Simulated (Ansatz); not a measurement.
# C₄H₁₂BrClN₂Zr: how energies converge with the basis set

An exercise on one series of results from a longer session: the logs are not shown, and one member is left open.

Computed with Ansatz 0.2.0, Gaussian basis. Level: one geometry, several basis sets.

The runs, in order: PBE0-D4/def2-SVP; ωB97M-V/def2-SVP; PBE0-D4/def2-QZVPP; ωB97M-V/def2-QZVPP; the functionals' def2-TZVPP values are taken from earlier runs.

## The geometry

An earlier PBE0-D4 in a triple-zeta def2 set relaxation fixed the geometry. Zr takes the def2 core potential; no spin-orbit term is included.

SMILES `C[N](C)[Zr]([Cl])([Br])[N](C)C`, 21 atoms, charge 0, spin multiplicity 1.

Atoms are counted from 1 here; the program's logs count them from 0.

Bond lengths: C1–N2 1.439 Å, C1–H10 1.099 Å, C1–H11 1.099 Å, C1–H12 1.091 Å, N2–C3 1.447 Å, N2–Zr4 2.000 Å, C3–H13 1.098 Å, C3–H14 1.098 Å, C3–H15 1.098 Å, Zr4–Cl5 2.374 Å, Zr4–Br6 2.547 Å, Zr4–N7 1.997 Å, N7–C8 1.447 Å, N7–C9 1.442 Å, C8–H16 1.097 Å, C8–H17 1.098 Å, C8–H18 1.098 Å, C9–H19 1.092 Å and more. Angles: N2–C1–H10 111.4°, N2–C1–H11 111.2°, N2–C1–H12 110.6°, H10–C1–H11 107.4°, H10–C1–H12 108.2°, H11–C1–H12 107.9°, C1–N2–C3 113.4°, C1–N2–Zr4 133.7°, C3–N2–Zr4 112.9°, N2–C3–H13 111.5°, N2–C3–H14 111.5°, N2–C3–H15 111.2°, H13–C3–H14 108.6°, H13–C3–H15 106.9°, H14–C3–H15 106.9°, N2–Zr4–Cl5 108.9°, N2–Zr4–Br6 106.5°, N2–Zr4–N7 105.6° and more.

Set-up of the first run:

in.yaml reads:

```yaml
crystal:
  periodic: [false, false, false]
  atoms:
    - {symbol: C, position_ang: [1.679636, -1.293075, 0.445080]}
    - {symbol: N, position_ang: [1.499089, 0.129375, 0.329534]}
    - {symbol: C, position_ang: [2.700729, 0.886298, 0.605510]}
    - {symbol: Zr, position_ang: [-0.070082, 1.291441, -0.102290]}
    - {symbol: Cl, position_ang: [0.453056, 2.617721, -1.999919]}
    - {symbol: Br, position_ang: [-0.569937, 2.644391, 1.997076]}
    - {symbol: N, position_ang: [-1.575427, 0.038815, -0.493235]}
    - {symbol: C, position_ang: [-2.030394, -0.729515, 0.644787]}
    - {symbol: C, position_ang: [-2.324512, -0.208045, -1.700069]}
    - {symbol: H, position_ang: [2.002695, -1.574632, 1.456925]}
    - {symbol: H, position_ang: [2.442848, -1.655474, -0.257139]}
    - {symbol: H, position_ang: [0.747525, -1.816607, 0.226343]}
    - {symbol: H, position_ang: [3.058707, 0.714849, 1.629054]}
    - {symbol: H, position_ang: [3.507166, 0.631543, -0.094421]}
    - {symbol: H, position_ang: [2.520663, 1.965405, 0.507521]}
    - {symbol: H, position_ang: [-3.076236, -0.505465, 0.890767]}
    - {symbol: H, position_ang: [-1.943467, -1.808895, 0.460966]}
    - {symbol: H, position_ang: [-1.435841, -0.499581, 1.538302]}
    - {symbol: H, position_ang: [-1.940464, 0.400120, -2.521280]}
    - {symbol: H, position_ang: [-2.258781, -1.262919, -1.998375]}
    - {symbol: H, position_ang: [-3.386984, 0.034231, -1.565087]}
basis:
  gaussian: {orbitals: def2-SVP}
hamiltonian: {xc: pbe0, dispersion: d4}
output: {orbitals: {seedname: orbitals}}
```

Started as:

```
$ ansatz run in.yaml --threads 4 --pin off --events-out ev --progress --plain --max-ram 66560MiB --backend cpu
```

Among the steps run: PBE0-D4 in def2-SVP; ωB97M-V in def2-SVP; PBE0-D4 in def2-QZVPP; ωB97M-V in def2-QZVPP.

One of the session's tables, all rows but one given; the rest of the session is left out.

It belongs to the step «Density functionals: the series». 

| functional | basis | HOMO (eV) |
| --- | --- | --- |
| PBE0-D4 | def2-SVP | -6.79 |
| PBE0-D4 | def2-TZVPP | -6.84 |
| PBE0-D4 | def2-QZVPP | -6.85 |
| ωB97M-V | def2-SVP | -9.01 |
| ωB97M-V | def2-TZVPP | -9.07 |
| ωB97M-V | def2-QZVPP | ? |

**Question.** Estimate the row for ωB97M-V, def2-QZVPP.

The run gave: HOMO (eV): -9.09. In the column «HOMO (eV)» it is the lowest.
